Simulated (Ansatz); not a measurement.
# Ir: pressure up to the limit of the methods

An exercise on one series of results from a longer session: the logs are not shown, and one member is left open.

Program: Ansatz 0.2.0. Level of theory: DFT LDA, with the methods named in each step. These are calculated values, not measurements.

1 further run of the same task is left out (it didn't finish). Runs told in other sessions of the task aren't counted.

**The system as given**

The structure is cubic, space group Pm-3m (No. 221). Conventional cell: a = 2.464 Å, b = 2.464 Å, c = 2.464 Å, α = 90.00°, β = 90.00°, γ = 90.00°. Ir (site symmetry m-3m) has 6 Ir at 2.46 Å in its first shell of neighbours.

Coordinates:

```cif
data_structure
_symmetry_space_group_name_H-M 'P 1'
_symmetry_Int_Tables_number 1
_cell_length_a 2.4636
_cell_length_b 2.4636
_cell_length_c 2.4636
_cell_angle_alpha 90.000
_cell_angle_beta 90.000
_cell_angle_gamma 90.000
_cell_volume 14.95
loop_
_atom_site_label
_atom_site_type_symbol
_atom_site_fract_x
_atom_site_fract_y
_atom_site_fract_z
_atom_site_occupancy
Ir1 Ir 0.00000 0.00000 0.00000 1
```

Whether this phase is the stable one at these pressures isn't tested.

The first run:

File input.yaml:

```yaml
crystal:
  lattice:
    - [2.4636115898, 0.0, 0.0]
    - [0.0, 2.4636115898, 0.0]
    - [0.0, 0.0, 2.4636115898]
  atoms:
    - { symbol: Ir, position: [0.0, 0.0, 0.0] }
kpoints:
  mp_grid: { grid: [15, 15, 15] }
scf:
  occupations: { method: fermi_dirac, width: 0.1 }
hamiltonian:
  xc: lda
  pseudopotentials: { kind: paw }
output:
  forces: true
  stress: true
relax:
  f_tol: 0.005
  max_steps: 40
  cell: {}
```

Launch:

```bash
$ ansatz run input.yaml --threads 1 --pin off --max-ram 2048MiB --backend cpu --events-out ev --progress --plain --runs-dir out
```

Steps of the session up to this table: Cell relaxed at zero pressure, PAW; Volume scaled by 1, PAW; Volume scaled by 0.92, PAW; Volume scaled by 0.84, PAW; Volume scaled by 0.84, PAW (level accurate); Volume scaled by 0.76, PAW; Volume scaled by 0.68, PAW; Volume scaled by 0.68, PAW (level accurate); Volume scaled by 0.6, PAW; Volume scaled by 0.6, PAW (level accurate); Volume scaled by 0.52, PAW; Volume scaled by 0.45, PAW; Volume scaled by 0.45, PAW (core large).

One table of the session follows, with a row left open; its other results are not shown here.

 The rows PAW, 0.45 and PAW (core large), 0.45 agree to the last digit and may rest on the same set-up.

```
              method  volume over the first  volume (Å³/atom)  pressure (GPa)
                 PAW                      1            16.133           -0.01
                 PAW                   0.92            14.842           29.68
                 PAW                   0.84            13.552           77.26
                 PAW                   0.76            12.261          154.05
                 PAW                   0.68            10.970          280.14
                 PAW                    0.6             9.680          493.99
                 PAW                   0.52             8.389          874.92
                 PAW                   0.45             7.260         1479.06
    PAW (core large)                   0.45             7.260         1479.06
PAW (level accurate)                   0.84                 ?               ?
PAW (level accurate)                   0.68            10.970          280.01
PAW (level accurate)                    0.6             9.680          493.37
```

**Question.** Estimate the row for PAW (level accurate), 0.84.

The run gave: volume (Å³/atom): 13.552; pressure (GPa): 77.40.

Caveats from the session: At pressures up to 1479 GPa the PAW spheres may overlap and frozen cores may not hold, so those PAW values are rough without an all-electron check. Warnings in the runs' records: datasets by core.
